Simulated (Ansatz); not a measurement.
# HfTiB4 (P6/mmm): single point from a Python script

The task is a single point, for HfTiB4 (P6/mmm).

Program: Ansatz 0.2.0 through its Python package. Level of theory: DFT PBEsol, plane waves, PAW. These are calculated values, not measurements.

## (1) The system

It takes space group P6/mmm (No. 191, hexagonal). Conventional cell: a = 3.084 Å, b = 3.084 Å, c = 6.706 Å, α = 90.00°, β = 90.00°, γ = 120.00°. Around Hf (site symmetry 6/mmm) lie 12 B at 2.50 Å. Ti (site symmetry 6/mmm) has 12 B at 2.39 Å as nearest neighbours. Around B (site symmetry 3m) lie 3 B at 1.78 Å and 3 Ti at 2.39 Å and 3 Hf at 2.50 Å.

The script holds or builds the structure itself.

## (2) Script

File run_scf.py:

```python
"""Single point of HfTiB4."""

from pathlib import Path

import ansatz as az
import matplotlib.pyplot as plt
import numpy as np

params = {
    "k_density": 4.3,
    "width_ev": 0.01,
    "scf_tol": 1e-05,
    "xc": "PBEsol",
}


def main() -> None:
    lattice = az.Lattice.of(
        (3.083614, 0.0, 0.0),
        (-1.541807, 2.670488, 0.0),
        (0.0, 0.0, 6.705623),
    )
    sites = [
        ("Hf", (0.0, 0.0, 0.0)),
        ("Ti", (0.0, 0.0, 0.5)),
        ("B", (1 / 3, 2 / 3, 0.737749)),
        ("B", (1 / 3, 2 / 3, 0.262251)),
        ("B", (2 / 3, 1 / 3, 0.737749)),
        ("B", (2 / 3, 1 / 3, 0.262251)),
    ]
    crystal = az.Crystal(lattice=lattice)
    for symbol, position in sites:
        crystal = crystal.atom(symbol, position)

    # functional, basis and sampling
    calc = crystal.calculation()
    calc = calc.kpoints(density=params["k_density"])
    calc = calc.accuracy("low").basis(20 * az.Ha, density_ratio=6)
    calc = calc.occupations(az.OccupationsMethod.FERMI_DIRAC, width=params["width_ev"])
    calc = calc.scf(tolerance=params["scf_tol"], lower_state_search="standard")
    calc = calc.functional(params["xc"]).density()
    calc = calc.potential().electron_localization_function()
    calc = calc.output_files(volumetric_format="npy")
    calc = calc.density_of_states(energy_step=0.1, nscf_kmesh_spacing=0.24)
    calc = calc.band_table()
    out = calc.run(threads=1)
    summary = out.report

    print(f"free energy      {summary['free_energy_ev']:.5f} eV")
    print(f"per atom         {summary['free_energy_ev'] / len(out.lattice.sites):.5f} eV")
    print(f"SCF iterations   {summary['n_iterations']}  (converged: {summary['converged']})")

    rho = out.density()
    total = sum(ch.density_e_per_ang3 for ch in rho.channels[:2]) if len(rho.channels) < 3 else rho.channels[0].density_e_per_ang3
    print("grid", rho.dims, "electrons", round(float(total.mean() * rho.cell_volume_ang3), 4))
    profile = total.mean(axis=(1, 2))
    print("planar average along grid axis 0 (e/A^3):")
    print(np.array2string(profile[:: max(len(profile) // 16, 1)], precision=4))

    folder = Path(out.write_results("fields"))
    print("densities in e/A^3, potentials in eV, ELF without unit")
    for name in sorted(p.name for p in folder.glob("*.npy")):
        field = np.load(folder / name)
        print(f"{name:16s} {str(field.shape):16s} min {field.min():10.4f}  mean {field.mean():10.4f}  max {field.max():10.4f}")

    dos = out.density_of_states()
    energy = np.asarray(dos.energies_ev) - dos.fermi_ev
    top = min(levels[-1] for levels in summary["eigenvalues_ev"]) - dos.fermi_ev  # the computed bands end here
    fig, ax = plt.subplots(figsize=(5, 3.2))
    for spin, channel in enumerate(dos.channels):
        ax.plot(energy, (-1) ** spin * np.asarray(channel.g_bin_mean_per_ev), lw=1)
    ax.axvline(0, color="k", ls=":")
    ax.set(xlim=(-10, min(8, top)), xlabel="E - E_F (eV)", ylabel="states/eV", title="HfTiB4")
    fig.tight_layout()
    fig.savefig("dos.png", dpi=100)
    print("states below E_F:", round(float(np.interp(0.0, energy, dos.spin_summed_integrated)), 3))


if __name__ == "__main__":
    main()
```

## (3) Launch

Run with:

```sh
$ python run_scf.py
```

The log of the run:

```text
free energy      -18689.14598 eV
per atom         -3114.85766 eV
SCF iterations   6  (converged: True)
grid (30, 30, 64) electrons 50.0
planar average along grid axis 0 (e/A^3):
[1.9957 1.9436 1.7963 1.578  1.3232 1.0682 0.8433 0.6669 0.5442 0.4699
 0.4326 0.4197 0.4205 0.427  0.4332 0.4357 0.4332 0.427  0.4205 0.4197
 0.4326 0.4699 0.5442 0.6669 0.8433 1.0682 1.3232 1.578  1.7963 1.9436]
densities in e/A^3, potentials in eV, ELF without unit
elf.npy          (30, 30, 64)     min     0.0002  mean     0.4243  max     0.8635
rho.npy          (30, 30, 64)     min     0.1722  mean     0.9055  max    35.4677
v_es.npy         (30, 30, 64)     min   -50.4695  mean     7.7502  max    19.6311
v_tot.npy        (30, 30, 64)     min   -69.0332  mean    -5.0426  max     9.9198
states below E_F: 49.917
```

Run time: 6.6 s. Hardware: 1 thread of Intel Xeon Platinum 8488C (Sapphire Rapids), shared host; peak memory 0.55 GiB.

## (4) The run's own record

The report of the run holds:

```csv
item,value
SCF cycles in all,6
k-points solved,48
plane waves,1555
bands,31
valence electrons,50
free energy (eV),-18689.14598
Fermi level (eV),17.976
"lowest empty less highest filled level on the mesh, by band count (eV)",-0.692
```

## (5) Density of states

From dos.tsv among the run's results, states per cell in windows of 2 eV from the Fermi level (on a coarse mesh the curve is spiky, and it ends where the bands solved end):

```csv
from,to,states
-10,-8,1.83
-8,-6,2.70
-6,-4,4.05
-4,-2,6.22
-2,0,2.44
0,2,3.58
2,4,5.95
4,6,2.56
```

## (6) Density on the grid

Density in a lattice plane of the grid's cell (edges 3.08 and 6.71 Å, at 0.000 of the third edge), which holds Hf and Ti.

Ten even steps from ' ' (0.17 e/Å³) to '@' (35.47 e/Å³):
```
**==::              ::==
....                  ..
                        
                        
                        
                        
                        
                        
::..                  ..
::::..              ..::
::..                  ..
                        
                        
                        
                        
                        
                        
....                  ..
**==::              ::==
@@##--              --##
```
Columns run along the first of these edges and rows up along the second, over one cell in 12 and 20 even steps from the bottom left corner. Atoms in the plane (fractional): Hf at (0.00, 0.00), Ti at (0.00, 0.50).

ELF in the same plane.

Ten even steps from '0' (0.00) to '9' (0.86):
```
998522322589
875224542257
221147774112
112478987421
123689998632
113589998531
111368886311
653135653135
466312421366
026511211562
466312421366
653135653135
111368886311
113589998531
123689998632
112478987421
221147774112
875224542257
998522322589
899721212799
```
Columns run along the first of these edges and rows up along the second, over one cell in 12 and 20 even steps from the bottom left corner. Atoms in the plane (fractional): Hf at (0.00, 0.00), Ti at (0.00, 0.50).

Both are smooth fields of the valence electrons: close to the nuclei they are not physical.

The highest ELF values outside the cores: 0.86 on the B–B line, 0.9 Å from B.

## (7) The same input on the command line

The engine's input of that run, saved to a file, gives the whole log.

File input.yaml:

```yaml
crystal:
  lattice:
    - [3.083614, 0.0, 0.0]
    - [-1.541807, 2.670488, 0.0]
    - [0.0, 0.0, 6.705623]
  atoms:
    - { symbol: Hf, position: [0.0, 0.0, 0.0] }
    - { symbol: Ti, position: [0.0, 0.0, 0.5] }
    - { symbol: B, position: [0.3333333333333, 0.6666666666667, 0.737749] }
    - { symbol: B, position: [0.3333333333333, 0.6666666666667, 0.262251] }
    - { symbol: B, position: [0.6666666666667, 0.3333333333333, 0.737749] }
    - { symbol: B, position: [0.6666666666667, 0.3333333333333, 0.262251] }
accuracy: low
basis:
  ecutwfc: 544.2277249198
  ecutrho_ratio: 6
kpoints:
  mp_grid: { kspacing: 0.2325581395349 }
hamiltonian:
  xc: pbesol
scf:
  convergence: { dr2_threshold: 1.0e-05 }
  lower_state_search: standard
  occupations: { method: fermi_dirac, width: 0.01 }
output:
  write_density: true
  write_potential: true
  volumetric_format: npy
  elf: true
  dos: { de: 0.1, nscf_kmesh: { kspacing: 0.24 } }
  eigenvalues: true
```

Run with:

```sh
$ ansatz run input.yaml --threads 1 --pin off --max-ram 3072MiB --backend cpu --events-out ev --progress --plain --runs-dir out
```

The log of the run (excerpt; [...] marks lines left out):

```text
Warning: RAYON_NUM_THREADS=1 ignored (pool sized by the plan → 1); use --threads N
[...]
Pseudopotentials: kind: paw
Pseudopotential: Hf, paw, valence charge 26, recommended cutoff 420 eV (normal), Hf.paw.azcp
Pseudopotential: Ti, paw, valence charge 12, recommended cutoff 420 eV (normal), Ti.paw.azcp
Pseudopotential: B, paw, valence charge 3, recommended cutoff 420 eV (normal), B.paw.azcp
Functional definition: PBEsol
[...]
Crystal: 6 atoms, lattice volume = 55.219 Å³
Basis set: ecut = 544.2277249198 eV, 1555 PW (Γ)
Bands: 31, of which v1, the nominal top of the filled ones, is band 25 counted from 1 (24 counted from 0)
Symmetry: 24 space group operations
Space group: P6/mmm (ITA 191), of the structure as read, at distance tolerance 3.8e-5 Å
k-points: 48 of 605
[...]
SCF iter   1: F=—  HF=-18689.154565 eV  |F-HF|=—  |Δ(HF+E_count)|=         —  Δρ=6.16e-3  dr2=3.39e-2  ethr=1.77e-3  ⟨swp⟩=6.4  Hψ=5274  notcnv=0
[...]
SCF iter   6: F=-18689.145983 eV  HF=-18689.145983 eV  |F-HF|=6.76e-9  |Δ(HF+E_count)|=   3.86e-7  Δρ=9.25e-6  dr2=2.66e-8  ethr=2.78e-9  ⟨swp⟩=5.4  Hψ=4717  notcnv=0
[...]
NSCF: frozen V_eff on 42 k-points
SCF converged after 6 iterations
Free energy (F): -18689.145983 eV
[...]
E sigma→0 (E₀):  -18689.145763 eV
Entropy (-TS):   -0.000439 eV (-0.073 meV/atom)
Fermi energy:    17.975582 eV
[...]
--- Band table (eV; the first three rows and the last of 48) ---
[...]
```

Wall time 5.5 s (1 thread of Intel Xeon Platinum 8488C (Sapphire Rapids), shared host); peak memory 0.48 GiB.

Script and command line differ by 0.000 meV in the energy.

## (8) Summary of results

```
                     quantity                                value
                  free energy  -18689.1460 eV (-3114.8577 eV/atom)
              gap on the mesh                                 none
highest ELF outside the cores                0.86, on the B–B line
```

**Reading.** The mesh shows no gap. Caveats:
- The count of states below the Fermi level is interpolated on the energy grid.
- Spin-orbit coupling, which matters for elements this heavy, is left out.
- Densities and potentials on the grid are those of the valence electrons, and inside the cores they hang on the potentials used.
- This cell is a computed structure, which may not be the phase found in nature.
- The computed bands are complete only to about 2.0 eV above the Fermi level; beyond that the density of states is undercounted.
